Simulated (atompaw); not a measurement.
# Tm: the cost of one run

Program: atompaw 4.2.0.5. Reference atom: LDA (PW92), scalar-relativistic, spherical and spin-unpolarised. All values are calculated.

## (1) Starting point

The settings as typed:

* element: thulium (Tm, Z = 69)
* type: PAW
* frozen core: [Kr] 4d10
* valence charge: 23
* reference configuration: 4f12.5 5s2 5p6 5d0.5 6s2 6p0
* partial waves: 5s (bound): rc 1.70 bohr; 6s (bound): rc 2.95 bohr; 5p (bound): rc 1.90 bohr; 6p (bound, empty): rc 2.90 bohr; 5d (bound): rc 2.95 bohr; 5d channel at 0.55 Ry: rc 2.95 bohr; 4f (bound): rc 1.05 bohr; 4f channel at 1.15 Ry: rc 1.05 bohr
* local potential: troulliermartins scheme with l = 4 at -0.5 Ry, radius 2.10 bohr
* core correction: smooth core density matched at 2.55 bohr
* augmentation charge: gaussian compensation charge, radius 2.35 bohr; PAW radius 2.95 bohr; waves and projectors: custom polynom vanderbiltortho

## (2) Generation

Tm.input

```
Tm 69
LDA-PW scalarrelativistic loggrid 2001 logderivrange -6 5 276
6 6 5 4 0 0
6 1 0
5 2 0.5
4 3 12.5
0 0 0
c
c
c
c
v
v
c
c
c
v
v
c
c
v
v
3
2.95 2.35 2.10 2.55
n
n
y
0.55
n
y
1.15
n
custom polynom vanderbiltortho gaussian
4 -0.5 troulliermartins
1.70
2.95
1.90
2.90
2.95
2.95
1.05
1.05
PWSCFOUT
UPFDX 0.0125d0 UPFXMIN -7.d0 UPFZMESH 69.d0
END
```

On the command line:

```bash
atompaw < Tm.input > Tm.log
```

**Question.** How long does this run take on 1 thread of Intel Xeon Platinum 8488C, shared host?

About 74 s.
